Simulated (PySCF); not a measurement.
# Si2H5ClO (SMILES O[SiH]([SiH3])Cl) at PBE/cc-pVDZ

What is the energy change on altering one bond length of Si2H5ClO at PBE/cc-pVDZ? Input form: a Python script.

Program for the calculation: PySCF 2.14.0.

2 further runs of the same task are left out: 2 set aside as unsound or not needed.

## (1) The structure to begin with

Si2H5ClO has 9 atoms, charge 0, and is taken as a singlet. SMILES: `O[SiH]([SiH3])Cl`. The shape is that of a PBE0-D4/def2-TZVP optimisation. This is one conformer, not always the lowest.

Bond lengths: O1–Si2 1.639 Å, Si2–Si3 2.335 Å, Si2–Cl4 2.068 Å, O1–H5 0.959 Å, Si2–H6 1.486 Å, Si3–H7 1.487 Å, Si3–H8 1.485 Å, Si3–H9 1.487 Å. Some angles: O1–Si2–Si3 107.4°, O1–Si2–Cl4 110.6°, Si3–Si2–Cl4 108.6°, O1–Si2–H6 111.0°, Si3–Si2–H6 114.5°, Cl4–Si2–H6 104.7°, Si2–O1–H5 118.4°, Si2–Si3–H7 110.4°, Si2–Si3–H8 109.5°, Si2–Si3–H9 108.6°.

## (2) A single-point energy at PBE/cc-pVDZ

Input file job.py:

```python
from pyscf import gto, dft

mol = gto.M(
    atom='''
O        0.516900       0.942100      -1.606400
Si      -0.265600       0.799800      -0.173200
Si       0.351900      -1.250200       0.759300
Cl      -2.313400       0.805800      -0.459000
H        0.374000       1.735000      -2.126800
H       -0.002900       1.975800       0.697100
H        1.819900      -1.291800       0.992500
H       -0.039700      -2.350400      -0.158700
H       -0.352700      -1.412300       2.058200
''',
    verbose=4,
    max_memory=1860,
    basis='cc-pvdz',
    charge=0,
)

mf = dft.RKS(mol)
mf.xc = 'pbe'
mf.conv_tol = 1e-10
mf.grids.level = 5
mf.kernel()
if not mf.converged:
    mf = mf.newton().run(mf.mo_coeff, mf.mo_occ)

energy = mf.e_tot
print(f'total energy: {energy:.8f} hartree')
```

On the command line:

```sh
$ OMP_NUM_THREADS=1 python job.py
```

What it wrote:

```text
PySCF version 2.14.0

[INPUT] num. atoms = 9
[INPUT] num. electrons = 58
[INPUT] charge = 0
[INPUT] spin (= nelec alpha-beta = 2S) = 0
[INPUT] symmetry False subgroup None
[INPUT] Mole.unit = angstrom
[INPUT] Symbol           X                Y                Z      unit          X                Y                Z       unit  Magmom
[INPUT]  1 O      0.516900000000   0.942100000000  -1.606400000000 AA    0.976799433788   1.780310981953  -3.035656046501 Bohr   0.0
[INPUT]  2 Si    -0.265600000000   0.799800000000  -0.173200000000 AA   -0.501911258684   1.511402954427  -0.327300564775 Bohr   0.0
[INPUT]  3 Si     0.351900000000  -1.250200000000   0.759300000000 AA    0.664994623234  -2.362535600931   1.434869046382 Bohr   0.0
[INPUT]  4 Cl    -2.313400000000   0.805800000000  -0.459000000000 AA   -4.371692416569   1.522741311175  -0.867384291175 Bohr   0.0
[INPUT]  5 H      0.374000000000   1.735000000000  -2.126800000000 AA    0.706757570587   3.278674826120  -4.019069521725 Bohr   0.0
[INPUT]  6 H     -0.002900000000   1.975800000000   0.697100000000 AA   -0.005480205761   3.733720876916   1.317328081434 Bohr   0.0
[INPUT]  7 H      1.819900000000  -1.291800000000   0.992500000000 AA    3.439112574096  -2.441148207713   1.875553178631 Bohr   0.0
[INPUT]  8 H     -0.039700000000  -2.350400000000  -0.158700000000 AA   -0.075022127145  -4.441612283178  -0.299899535968 Bohr   0.0
[INPUT]  9 H     -0.352700000000  -1.412300000000   2.058200000000 AA   -0.666506404134  -2.668860205723   3.889434309580 Bohr   0.0

nuclear repulsion = 276.157192552134
number of shells = 35
number of NR pGTOs = 184
number of NR cGTOs = 93
basis = cc-pvdz
ecp = {}

******** <class 'pyscf.dft.rks.RKS'> ********
method = RKS
initial guess = minao
damping factor = 0
level_shift factor = 0
DIIS = <class 'pyscf.scf.diis.CDIIS'>
diis_start_cycle = 1
diis_space = 8
diis_damp = 0
SCF conv_tol = 1e-10
SCF conv_tol_grad = None
SCF max_cycles = 50
direct_scf = True
direct_scf_tol = 1e-13
XC library pyscf.dft.libxc version 7.0.0
    S. Lehtola, C. Steigemann, M. J.T. Oliveira, and M. A.L. Marques.,  SoftwareX 7, 1–5 (2018)
XC functionals = pbe
    J. P. Perdew, K. Burke, and M. Ernzerhof.,  Phys. Rev. Lett. 77, 3865 (1996)
    J. P. Perdew, K. Burke, and M. Ernzerhof.,  Phys. Rev. Lett. 78, 1396 (1997)
    J. P. Perdew, K. Burke, and M. Ernzerhof.,  Phys. Rev. Lett. 77, 3865 (1996)
    J. P. Perdew, K. Burke, and M. Ernzerhof.,  Phys. Rev. Lett. 78, 1396 (1997)
radial grids:
    Treutler-Ahlrichs [JCP 102, 346 (1995); DOI:10.1063/1.469408] (M4) radial grids

becke partition: Becke, JCP 88, 2547 (1988); DOI:10.1063/1.454033
pruning grids: <function nwchem_prune>
grids dens level: 5
symmetrized grids: False
atomic radii adjust function: <function treutler_atomic_radii_adjust>
small_rho_cutoff = 0
Set gradient conv threshold to 1e-05
Initial guess from minao.
tot grids = 290832
init E= -1117.06628494973
  HOMO = -0.29367759835327  LUMO = -0.062463944859056  gap/eV = 6.29164
cycle= 1 E= -1116.78564711378  delta_E= 0.281  |g|= 0.812  |ddm|=  2.4
  HOMO = -0.123087569919628  LUMO = -0.0220301799232283  gap/eV = 2.74991
cycle= 2 E= -1116.14250049213  delta_E= 0.643  |g|= 1.91  |ddm|= 2.53
  HOMO = -0.231871110435552  LUMO = -0.0303560393765703  gap/eV = 5.48350
cycle= 3 E= -1116.90445048336  delta_E= -0.762  |g|= 0.18  |ddm|= 2.14
  HOMO = -0.250945891601179  LUMO = -0.0279985041681901  gap/eV = 6.06671
cycle= 4 E= -1116.91216556876  delta_E= -0.00772  |g|= 0.0944  |ddm|= 0.32
  HOMO = -0.251559984142163  LUMO = -0.0315543826128275  gap/eV = 5.98666
cycle= 5 E= -1116.91473691382  delta_E= -0.00257  |g|= 0.0238  |ddm|= 0.121
  HOMO = -0.249313548517426  LUMO = -0.0294596166093832  gap/eV = 5.98253
cycle= 6 E= -1116.91492120906  delta_E= -0.000184  |g|= 0.00513  |ddm|= 0.0296
  HOMO = -0.249609829477167  LUMO = -0.029812738841533  gap/eV = 5.98098
cycle= 7 E= -1116.9149293158  delta_E= -8.11e-06  |g|= 0.00112  |ddm|= 0.00679
  HOMO = -0.249543208250777  LUMO = -0.0297755052022106  gap/eV = 5.98018
cycle= 8 E= -1116.91492972635  delta_E= -4.11e-07  |g|= 0.000235  |ddm|= 0.00151
  HOMO = -0.249552699019873  LUMO = -0.0297837834763337  gap/eV = 5.98022
cycle= 9 E= -1116.91492974689  delta_E= -2.05e-08  |g|= 5.16e-05  |ddm|= 0.000342
  HOMO = -0.2495571348244  LUMO = -0.0297870755331027  gap/eV = 5.98025
cycle= 10 E= -1116.91492974784  delta_E= -9.53e-10  |g|= 1.34e-05  |ddm|= 7.4e-05
  HOMO = -0.249556440446891  LUMO = -0.0297864094235285  gap/eV = 5.98025
cycle= 11 E= -1116.91492974791  delta_E= -7e-11  |g|= 3.52e-06  |ddm|= 1.86e-05
  HOMO = -0.249556084090127  LUMO = -0.0297861251191467  gap/eV = 5.98025
Extra cycle  E= -1116.91492974791  delta_E= 3.87e-12  |g|= 4.57e-06  |ddm|= 1.01e-05
converged SCF energy = -1116.91492974791
total energy: -1116.91492975 hartree
```

Run time: 15 s. Hardware: 1 thread of Intel Xeon 6975P-C (Granite Rapids), shared host; peak memory 0.48 GiB.

## (3) The distorted shape at the same level

Input file calc.py:

```python
from pyscf import gto, dft

mol = gto.M(
    atom='''
O      0.728263     0.990726    -1.996039
Si    -0.054237     0.848426    -0.562839
Si     0.563263    -1.201574     0.369661
Cl    -2.102037     0.854426    -0.848639
H      0.585363     1.783626    -2.516439
H      0.208463     2.024426     0.307461
H      2.031263    -1.243174     0.602861
H      0.171663    -2.301774    -0.548339
H     -0.352700    -1.412300     2.058200
''',
    verbose=3,
    max_memory=1860,
    basis='cc-pvdz',
)

mf = dft.RKS(mol, xc='pbe')
mf.conv_tol = 1e-10
mf.grids.level = 5
mf.kernel()
if not mf.converged:
    mf = mf.newton().run(mf.mo_coeff, mf.mo_occ)

energy = mf.e_tot
print('E = %.10f Eh' % energy)
```

On the command line:

```sh
$ OMP_NUM_THREADS=1 python calc.py
```

What it wrote:

```text
converged SCF energy = -1116.88367016416
E = -1116.8836701642 Eh
```

Wall time 17 s (1 thread of Intel Xeon 6975P-C (Granite Rapids), shared host); peak memory 0.48 GiB.

## (4) Outcome

At PBE/cc-pVDZ:

```
                                                          quantity           value
                                         first shape: total energy  -1116.91493 Eh
                                        first shape: dipole moment          1.41 D
                                          first shape: HOMO energy        -6.79 eV
                                          first shape: LUMO energy        -0.81 eV
                                        first shape: HOMO–LUMO gap         5.98 eV
                                     distorted shape: total energy  -1116.88367 Eh
                                    distorted shape: dipole moment          1.82 D
                                      distorted shape: HOMO energy        -6.86 eV
                                      distorted shape: LUMO energy        -1.66 eV
                                    distorted shape: HOMO–LUMO gap         5.20 eV
energy change with the Si3–H9 bond stretched from 1.487 to 1.933 Å        0.851 eV
```

**Reading.** With the Si3–H9 bond stretched from 1.487 to 1.933 Å the energy rises by 0.85 eV (82.1 kJ/mol). The first shape isn't relaxed at this level, so the change isn't measured from a minimum. Mulliken charges (first shape) run from -0.27 on O1 to +0.38 on Si2; they depend strongly on the basis.
